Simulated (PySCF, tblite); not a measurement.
# C4H9BCl2Ge: geometry, infrared bands and NMR shifts

What infrared bands and NMR shifts should C4H9BCl2Ge (`CC/C=[CH]\[GeH2][B](Cl)Cl`) show?

The runs use tblite 0.8.0 and PySCF 2.14.0, with density-fitted response routines of our own; the level of theory stands in each step. All values are computed, except where a source is named. Atoms count from 0, in the outputs and in this text.

## 1. The molecule as given

17 atoms, charge 0, multiplicity 1; geometry from: force field or distance geometry start.

Bonds of the start (Å): C0–C1 1.52, C1–C2 1.51, C2–C3 1.31, C3–Ge4 1.88, Ge4–B5 2.01, B5–Cl6 1.85, B5–Cl7 1.86, C0–H8 1.10, C0–H9 1.12, C0–H10 1.13, C1–H11 1.09, C1–H12 1.10, C2–H13 1.08, C3–H14 1.11, Ge4–H15 1.56, Ge4–H16 1.53.

## 2. Relaxing the molecule with GFN2-xTB

Job settings and geometry (Å):

```
{"job": {"kind": "relax", "xc": "GFN2-xTB", "basis": "xTB"}, "charge": 0, "multiplicity": 1}
C     -2.321800     0.859300     0.418300
C     -1.548100     0.020900    -0.587200
C     -0.857000    -1.113500     0.121700
C      0.436900    -1.293400     0.123700
Ge     1.691100    -0.173500    -0.726800
B      2.863100     0.613500     0.706300
Cl     3.345900     2.400500     0.687500
Cl     3.854900    -0.602100     1.702400
H     -1.597900     1.341300     1.083900
H     -3.042200     0.209800     0.970500
H     -2.888400     1.617500    -0.192700
H     -0.834000     0.708700    -1.048800
H     -2.211900    -0.355900    -1.373300
H     -1.483400    -1.815200     0.642200
H      0.831100    -2.162200     0.682700
H      2.643200    -1.115800    -1.534800
H      1.111600     0.872000    -1.685400
```

The run is started by

```sh
> OMP_NUM_THREADS=1 python probes_run.py task.json out
```

This one command runs all jobs of the session in turn.

**Question.** This job is followed by: GFN2-xTB harmonic vibrations, gas phase; GIAO PBE0/pcSseg-1 NMR shielding, non-relativistic, gas phase. Predict these results of the whole session: strongest single infrared mode (GFN2-xTB); zero-point energy (GFN2-xTB); 13C shifts against TMS (PBE0/pcSseg-1); 1H shifts against TMS (PBE0/pcSseg-1, means over atoms taken as alike); 73Ge shifts against GeMe4 (PBE0/pcSseg-1); 11B shifts against BF3·OEt2 (PBE0/pcSseg-1); 35Cl shifts against HCl (PBE0/pcSseg-1, means over atoms taken as alike).

**Answer**, as computed:

```
                                                                quantity                             value
                               strongest single infrared mode (GFN2-xTB)             2031 cm⁻¹, 438 km/mol
                                            zero-point energy (GFN2-xTB)                     74.0 kcal/mol
                                  13C shifts against TMS (PBE0/pcSseg-1)      161.7, 124.5, 35.1, 17.0 ppm
  1H shifts against TMS (PBE0/pcSseg-1, means over atoms taken as alike)  6.94, 5.86, 3.96, 2.33, 1.04 ppm
                               73Ge shifts against GeMe4 (PBE0/pcSseg-1)                          -264 ppm
                             11B shifts against BF3·OEt2 (PBE0/pcSseg-1)                          74.5 ppm
35Cl shifts against HCl (PBE0/pcSseg-1, means over atoms taken as alike)                           386 ppm
```

**Reading.** Over 127 steps the energy fell by 0.781 eV; of the close pairs, B5–Cl7 changed most, 1.858 to 1.709 Å. No mode is imaginary among the 45: a minimum at this level. The strongest single mode, at 2031 cm⁻¹, moves mainly H15. GFN2-xTB is a fitted tight-binding method: band positions and strengths are rough. Its intensities can rank the bands wrongly. At PBE0/pcSseg-1: The widest tensor belongs to Cl6, Cl7: span 698 ppm, with a paramagnetic part of -584 ppm. Spin-orbit coupling is left out, which matters for shieldings and couplings at and beside the heavy atoms.
